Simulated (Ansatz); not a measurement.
What does this script print? It uses the Python package of Ansatz (0.2.0).

`methods_c2h4geo.py`:
```python
'''C2H4GeO at several levels of theory.'''

import ansatz as az
from ase import Atoms


def main() -> None:
    atoms = Atoms(['C', 'C', 'Ge', 'O', 'H', 'H', 'H', 'H'], positions=[
        (-0.5644, 1.9019, -1.1844),
        (-0.209, 1.004, -0.5624),
        (0.402, -0.4686, 0.4219),
        (-0.7024, -1.775, 0.3908),
        (-0.9687, 2.765, -1.7713),
        (0.6763, -0.0195, 1.9025),
        (1.7918, -0.9697, -0.178),
        (-0.3334, -2.4952, 0.9251),
    ])
    geometry = az.Crystal.molecule_from_ase(atoms)

    model = geometry.calculation().basis(gaussian='def2-SVP')

    methods = ['mp2', 'ccsd', 'ccsd_t']
    batch = az.Session.batch([model.correlation(m).input() for m in methods])
    reports = sorted(batch.plan().execute().molecular_reports, key=lambda each: each['member'])
    print(f'Hartree-Fock reference {reports[0]["reference_energy_ev"] / 27.211386246:.6f} Ha')
    best = reports[-1]['free_energy_ev'] - reports[-1]['reference_energy_ev']
    for method, each in zip(methods, reports):
        gained = each['free_energy_ev'] - each['reference_energy_ev']
        print(f'{method:8s} total {each["free_energy_ev"] / 27.211386246:.6f} Ha  correlation {gained:9.4f} eV  ({100 * gained / best:.1f} % of the last)')


if __name__ == '__main__':
    main()
```

```console
$ python methods_c2h4geo.py
Hartree-Fock reference -2227.851344 Ha
mp2      total -2228.511477 Ha  correlation  -17.9631 eV  (93.9 % of the last)
ccsd     total -2228.532856 Ha  correlation  -18.5449 eV  (96.9 % of the last)
ccsd_t   total -2228.554432 Ha  correlation  -19.1320 eV  (100.0 % of the last)
```

Notes:
- Total energies depend on the basis set; only differences at equal settings carry meaning.
- The geometry is a force-field or estimated start, not a minimum of this method, and the basis set is short of its limit. A lower total doesn't mark the better method: functionals have no common bound, and MP2 and coupled cluster aren't variational.
- Inner cores stay frozen; a filled d shell under the valence of the heavier atoms is correlated with it.
